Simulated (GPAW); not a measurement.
The system is SnIr3.

```
CELL_PARAMETERS angstrom
5.68603 0.00000 0.00000
-2.84302 4.92425 0.00000
0.00000 0.00000 4.53794
ATOMIC_POSITIONS crystal
Ir 0.16279 0.32558 0.25000
Ir 0.16279 0.83721 0.25000
Ir 0.67442 0.83721 0.25000
Ir 0.83721 0.67442 0.75000
Ir 0.83721 0.16279 0.75000
Ir 0.32558 0.16279 0.75000
Sn 0.33333 0.66667 0.75000
Sn 0.66667 0.33333 0.25000
```

The cell comes from a database or a generator and needn't be the stable form of this composition.

Base run:

* Program: GPAW 26.7.0
* Functional: PBEsol
* Potentials or basis: PAW data sets generated in the run's folder for this functional
* Cutoff: 600 eV
* Basis: pw
* k mesh: 4 × 4 × 4
* Occupations: fermi-dirac, width 0.05 eV
* Spin: no spin polarisation

Its results: pressure -9.7 GPa; largest force 0.126 eV/Å.

**Question.** The run is repeated on the same cell with these changes: functional from PBEsol to LDA; potentials or basis from PAW data sets generated in the run's folder for this functional to the program's PAW data sets (release 1.2.1) made for this functional. What comes out?

**Answer.** Pressure -14.7 GPa; largest force 0.187 eV/Å.

Not every run made on this cell is shown here.
